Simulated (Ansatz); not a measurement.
**C₇H₁₀F₃InO₂: a ladder of functionals and wavefunction methods**

How much do the methods differ for C₇H₁₀F₃InO₂? The plan is to run it at one geometry with functionals of several rungs and with coupled cluster, and see how far each lands from CCSD(T) at the basis-set limit for the atomisation energy.

Computed with Ansatz 0.2.0, Gaussian basis. Level: functionals in def2-TZVPP, the program's frozen cores in correlated methods.

Plan: LDA (SPW92), PBE-D4, revPBE-D4, BLYP-D4, r2SCAN-D4, B97M-V, PBE0-D4, B3LYP-D4, r2SCANh-D4, r2SCAN0-D4, HSE06-D4, BHLYP-D4, CAM-B3LYP-D4, LC-ωPBE, ωB97X-V, ωB97M-V, B2PLYP, PBE-QIDH; CCSD(T)/def2-SVP; CCSD(T)/def2-TZVPP; MP2/def2-QZVPP; extrapolation to the limit; RPA on PBE.

### Step 1. Structure used throughout

All runs share one geometry, relaxed beforehand with PBE0-D4 in a triple-zeta def2 set. In takes the def2 core potential; no spin-orbit term is included.

SMILES `CC1=CC(C(F)(F)F)=[O+][In-]([CH3])([CH3])[O]1`, 23 atoms, charge 0, spin multiplicity 1.

Atoms are counted from 1 here; the program's logs count them from 0.

Bond lengths: C1–C2 1.499 Å, C1–H14 1.092 Å, C1–H15 1.093 Å, C1–H16 1.088 Å, C2–C3 1.411 Å, C2–O13 1.257 Å, C3–C4 1.384 Å, C3–H17 1.079 Å, C4–C5 1.539 Å, C4–O9 1.257 Å, C5–F6 1.335 Å, C5–F7 1.334 Å, C5–F8 1.334 Å, O9–In10 2.190 Å, In10–C11 2.132 Å, In10–C12 2.132 Å, In10–O13 2.193 Å, C11–H18 1.090 Å and more. Angles: C2–C1–H14 108.9°, C2–C1–H15 108.8°, C2–C1–H16 112.8°, H14–C1–H15 107.0°, H14–C1–H16 109.6°, H15–C1–H16 109.5°, C1–C2–C3 118.4°, C1–C2–O13 115.9°, C3–C2–O13 125.7°, C2–C3–C4 125.0°, C2–C3–H17 117.5°, C4–C3–H17 117.5°, C3–C4–C5 118.0°, C3–C4–O9 129.7°, C5–C4–O9 112.2°, C4–C5–F6 113.4°, C4–C5–F7 110.1°, C4–C5–F8 110.1° and more.

As a file:

```xyz
23
charge 0, multiplicity 1
C    -1.11187   -2.84278    0.72416
C    -0.64009   -1.46480    0.37110
C    -1.60269   -0.49259    0.02739
C    -1.32041    0.81673   -0.32121
C    -2.49900    1.74354   -0.66716
F    -3.68805    1.14140   -0.58466
F    -2.51792    2.78910    0.16094
F    -2.36706    2.20698   -1.91104
O    -0.21275    1.40429   -0.40646
In    1.75773    0.52901   -0.02558
C     2.52507    0.16093   -1.98075
C     2.26511    1.25844    1.91274
O     0.60340   -1.28386    0.40929
H    -0.75010   -3.09611    1.72331
H    -0.66274   -3.55786    0.03061
H    -2.19565   -2.93823    0.69259
H    -2.63879   -0.79262    0.03812
H     3.50436    0.61492   -2.13081
H     1.82757    0.56898   -2.71346
H     2.60710   -0.91595   -2.13575
H     1.49066    1.95347    2.23980
H     3.22782    1.76908    1.92120
H     2.30309    0.42094    2.61101
```

### Step 2. LDA

This LDA is Slater exchange with PW92 correlation.

in.yaml

```yaml
crystal:
  periodic: [false, false, false]
  atoms:
    - {symbol: C, position_ang: [-1.111867, -2.842775, 0.724160]}
    - {symbol: C, position_ang: [-0.640088, -1.464803, 0.371103]}
    - {symbol: C, position_ang: [-1.602692, -0.492592, 0.027389]}
    - {symbol: C, position_ang: [-1.320409, 0.816730, -0.321208]}
    - {symbol: C, position_ang: [-2.499002, 1.743537, -0.667158]}
    - {symbol: F, position_ang: [-3.688052, 1.141401, -0.584655]}
    - {symbol: F, position_ang: [-2.517920, 2.789100, 0.160943]}
    - {symbol: F, position_ang: [-2.367055, 2.206979, -1.911035]}
    - {symbol: O, position_ang: [-0.212755, 1.404289, -0.406464]}
    - {symbol: In, position_ang: [1.757731, 0.529007, -0.025580]}
    - {symbol: C, position_ang: [2.525065, 0.160930, -1.980749]}
    - {symbol: C, position_ang: [2.265109, 1.258440, 1.912740]}
    - {symbol: O, position_ang: [0.603405, -1.283859, 0.409291]}
    - {symbol: H, position_ang: [-0.750100, -3.096109, 1.723310]}
    - {symbol: H, position_ang: [-0.662736, -3.557857, 0.030612]}
    - {symbol: H, position_ang: [-2.195648, -2.938232, 0.692590]}
    - {symbol: H, position_ang: [-2.638792, -0.792624, 0.038123]}
    - {symbol: H, position_ang: [3.504360, 0.614919, -2.130808]}
    - {symbol: H, position_ang: [1.827573, 0.568979, -2.713461]}
    - {symbol: H, position_ang: [2.607105, -0.915945, -2.135754]}
    - {symbol: H, position_ang: [1.490656, 1.953470, 2.239804]}
    - {symbol: H, position_ang: [3.227820, 1.769079, 1.921200]}
    - {symbol: H, position_ang: [2.303092, 0.420937, 2.611006]}
basis:
  gaussian: {orbitals: def2-TZVPP}
hamiltonian: {xc: lda}
output: {orbitals: {seedname: orbitals}}
```

Started as:

```
> ansatz run in.yaml --threads 11 --pin off --events-out ev --progress --plain --max-ram 120832MiB --backend cuda --devices 0, --max-vram 75GiB
```

After this run come: PBE-D4 (GGA); revPBE-D4 (GGA); BLYP-D4 (GGA); r2SCAN-D4 (meta-GGA); B97M-V (meta-GGA); B3LYP-D4 (hybrid); r2SCANh-D4 (hybrid); r2SCAN0-D4 (hybrid); HSE06-D4 (hybrid); BHLYP-D4 (hybrid); CAM-B3LYP-D4 (range-separated); LC-ωPBE (range-separated); ωB97X-V (range-separated); ωB97M-V (range-separated); B2PLYP (double hybrid); PBE-QIDH (double hybrid); CCSD(T) in def2-SVP; CCSD(T) in def2-TZVPP; MP2 in def2-QZVPP; RPA on PBE orbitals.

**Question.** What will the summary of the whole plan be? Wanted: atomisation energy, CCSD(T)/CBS; farthest beyond LDA; mean size of error, GGA; mean size of error, meta-GGA; mean size of error, hybrid; mean size of error, range-separated; mean size of error, double hybrid; gap, smallest and largest; T1 diagnostic.

**Answer**, as computed:

```
                               quantity                                                                                                value
        atomisation energy, CCSD(T)/CBS                                                                                        9529.6 kJ/mol
 functionals within 47.6 kJ/mol (0.5 %)  revPBE-D4, BLYP-D4, B97M-V, B3LYP-D4, r2SCANh-D4, CAM-B3LYP-D4, LC-ωPBE, ωB97X-V, ωB97M-V, PBE-QIDH
                    farthest beyond LDA                                                                             BHLYP-D4 (-392.4 kJ/mol)
                mean size of error, GGA                                                                                         120.5 kJ/mol
           mean size of error, meta-GGA                                                                                          51.0 kJ/mol
             mean size of error, hybrid                                                                                         121.5 kJ/mol
    mean size of error, range-separated                                                                                          35.5 kJ/mol
      mean size of error, double hybrid                                                                                          66.7 kJ/mol
              gap, smallest and largest                                                             3.13 eV (LDA (SPW92)), 9.79 eV (LC-ωPBE)
                          T1 diagnostic                                                                                               0.0150
triples share of the correlation energy                                                                                                3.9 %
```

In words: LDA overbinds by 1657.4 kJ/mol (17 %). PBE-D4 is off by +328.3 kJ/mol. Double hybrids carry the basis error of their MP2 part in triple zeta, and no dispersion term here, so their miss is partly the set-up's. Taken by rung, range-separated functionals do best (35.5 kJ/mol on average) and hybrid ones worst beyond LDA (121.5 kJ/mol). The gap between the best rungs is small, so their order is not settled. The mean of the hybrids holds BHLYP, with half exact exchange. The reference freezes the cores and leaves out spin-orbit coupling and excitations past (T), so misses under about 47.6 kJ/mol can't be ranked. All levels share the lack of spin-orbit coupling, which lowers the free heavy atoms and so the true binding. Hartree-Fock recovers 71 % of the binding; the rest is correlation. CCSD(T) in def2-SVP is off by -416.3 kJ/mol, more than most functionals: a good method in a small basis is no reference. The gap grows from 3.1 to 9.8 eV across the functionals, mostly with the share of exact exchange. Correlated methods include outer-core shells of In, which these sets cover unevenly.
